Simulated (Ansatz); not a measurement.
# AlClH₆Si₂: basis-set convergence

One table from this session's results is given with a row withheld; the runs are named, their logs left out.

Program: Ansatz 0.2.0, Gaussian basis. Level of theory: one geometry, several basis sets. These are calculated values, not measurements.

Plan: PBE0-D4/def2-SVP; ωB97M-V/def2-SVP; PBE0-D4/def2-QZVPP; ωB97M-V/def2-QZVPP; the functionals' def2-TZVPP values are taken from earlier runs.

### Structure used throughout

All runs share one geometry, relaxed beforehand with PBE0-D4 in a triple-zeta def2 set.

SMILES `[AlH2][SiH]([SiH3])Cl`, 10 atoms, charge 0, spin multiplicity 1.

Atoms are counted from 1 here; the program's logs count them from 0.

Bond lengths: Al1–Si2 2.456 Å, Al1–H5 1.585 Å, Al1–H6 1.588 Å, Si2–Si3 2.343 Å, Si2–Cl4 2.084 Å, Si2–H7 1.493 Å, Si3–H8 1.487 Å, Si3–H9 1.488 Å, Si3–H10 1.489 Å. Angles: Si2–Al1–H5 120.7°, Si2–Al1–H6 118.5°, H5–Al1–H6 120.8°, Al1–Si2–Si3 113.4°, Al1–Si2–Cl4 110.6°, Al1–Si2–H7 111.4°, Si3–Si2–Cl4 107.3°, Si3–Si2–H7 107.3°, Cl4–Si2–H7 106.5°, Si2–Si3–H8 111.1°, Si2–Si3–H9 109.7°, Si2–Si3–H10 109.1°, H8–Si3–H9 109.1°, H8–Si3–H10 109.4°, H9–Si3–H10 108.5°.

Set-up of the first run:

The input, in.yaml:

```yaml
crystal:
  periodic: [false, false, false]
  atoms:
    - {symbol: Al, position_ang: [-1.268485, 1.598634, -0.993935]}
    - {symbol: Si, position_ang: [0.234481, -0.335352, -0.808052]}
    - {symbol: Si, position_ang: [0.847462, -0.828886, 1.399083]}
    - {symbol: Cl, position_ang: [-0.664781, -2.041129, -1.597444]}
    - {symbol: H, position_ang: [-2.773928, 1.412159, -1.452905]}
    - {symbol: H, position_ang: [-0.708750, 3.034168, -0.608094]}
    - {symbol: H, position_ang: [1.493720, -0.122398, -1.580858]}
    - {symbol: H, position_ang: [1.703615, -2.042646, 1.458012]}
    - {symbol: H, position_ang: [-0.372657, -1.054444, 2.219975]}
    - {symbol: H, position_ang: [1.592423, 0.328694, 1.967217]}
basis:
  gaussian: {orbitals: def2-SVP}
hamiltonian: {xc: pbe0, dispersion: d4}
output: {orbitals: {seedname: orbitals}}
```

The run is started by

```bash
$ ansatz run in.yaml --threads 2 --pin off --events-out ev --progress --plain --max-ram 4352MiB
```

Among the steps run: PBE0-D4 in def2-SVP; ωB97M-V in def2-SVP; PBE0-D4 in def2-QZVPP; ωB97M-V in def2-QZVPP.

One of the session's tables, all rows but one given; the rest of the session is left out.

It belongs to the step «Density functionals: the series». 

```
functional       basis  HOMO (eV)  LUMO (eV)
   PBE0-D4    def2-SVP      -7.33      -2.36
   PBE0-D4  def2-TZVPP      -7.34      -2.36
   PBE0-D4  def2-QZVPP      -7.35      -2.37
   ωB97M-V    def2-SVP      -9.21      -0.67
   ωB97M-V  def2-TZVPP      -9.27      -0.74
   ωB97M-V  def2-QZVPP          ?          ?
```

**Question.** Estimate the row for ωB97M-V, def2-QZVPP.

The run gave: HOMO (eV): -9.29; LUMO (eV): -0.81. In the column «HOMO (eV)» it is the lowest.
